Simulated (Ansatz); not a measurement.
# BiMo (rocksalt): equation of state

How stiff is BiMo (rocksalt)? Energies and pressures are computed at volumes on both sides of the relaxed cell and fitted. This structure was made by substitution into a known type, so it needn't be the compound's stable form.

Method: DFT r²SCAN, scalar-relativistic, plane waves, PAW, in Ansatz 0.2.0.

2 further runs of the same task are left out: 2 that didn't finish. Runs told in other sessions of the task aren't counted.

## (1) The starting structure

The structure is cubic, space group Fm-3m (No. 225). The conventional cell has a = 5.655 Å, b = 5.655 Å, c = 5.655 Å, α = 90.00°, β = 90.00°, γ = 90.00°. Mo (site symmetry m-3m) has 6 Bi at 2.83 Å in its first shell of neighbours. Around Bi (site symmetry m-3m) lie 6 Mo at 2.83 Å.

Structure file:

```
Mo Bi
1.0
     0.00000    2.82743    2.82743
     2.82743    0.00000    2.82743
     2.82743    2.82743    0.00000
Mo Bi
1 1
Direct
  0.50000 0.50000 0.50000
  0.00000 0.00000 0.00000
```

An earlier run at r²SCAN left this cell at 22.603 Å³/atom and 0.00 GPa (10×10×10 mesh).

Volume factors to run: 0.980, 1.020, 0.960, 1.040, 1.070.

## (2) Scaling the volume by 0.980

The input, input.yaml:

```yaml
crystal:
  lattice:
    - [0.0, 2.8084523354, 2.8084523354]
    - [2.8084523354, 0.0, 2.8084523354]
    - [2.8084523354, 2.8084523354, 0.0]
  atoms:
    - { symbol: Mo, position: [0.5, 0.5, 0.5] }
    - { symbol: Bi, position: [0.0, 0.0, 0.0] }
basis:
  ecutwfc: 500
  ecutrho_ratio: 4
kpoints:
  mp_grid: { grid: [10, 10, 10] }
hamiltonian:
  xc: r2scan
scf:
  occupations: { method: gaussian, width: 0.05 }
output:
  forces: true
  stress: true
  eigenvalues: true
```

Started as:

```
$ ansatz run input.yaml --threads 2 --pin off --max-ram 2662MiB --backend cpu --events-out ev --progress --plain --runs-dir out
```

After this run come: Volume × 1.020; Volume × 0.960; Scaling the volume by 1.040; At 1.070 of the relaxed volume.

What does the calculation give? Wanted: V0; B0; B0′; scatter of the fit.

The runs gave:

| quantity | value |
| --- | --- |
| V0 | 22.602 Å³/atom |
| B0 | 114 GPa |
| B0′ | 4.7 |
| scatter of the fit | 0.001 meV/atom |

What this shows: The fitted minimum lies at 22.60 Å³/atom, and the bulk modulus is 114 GPa. One per cent of compression takes about 1.1 GPa. These are values at 0 K without zero-point motion. Spin–orbit coupling is left out, though the cell holds Bi; in elements this heavy it can shift levels and gaps by tenths of an eV. A separate test found that a distortion of this cell lowers its energy, so it is no minimum.
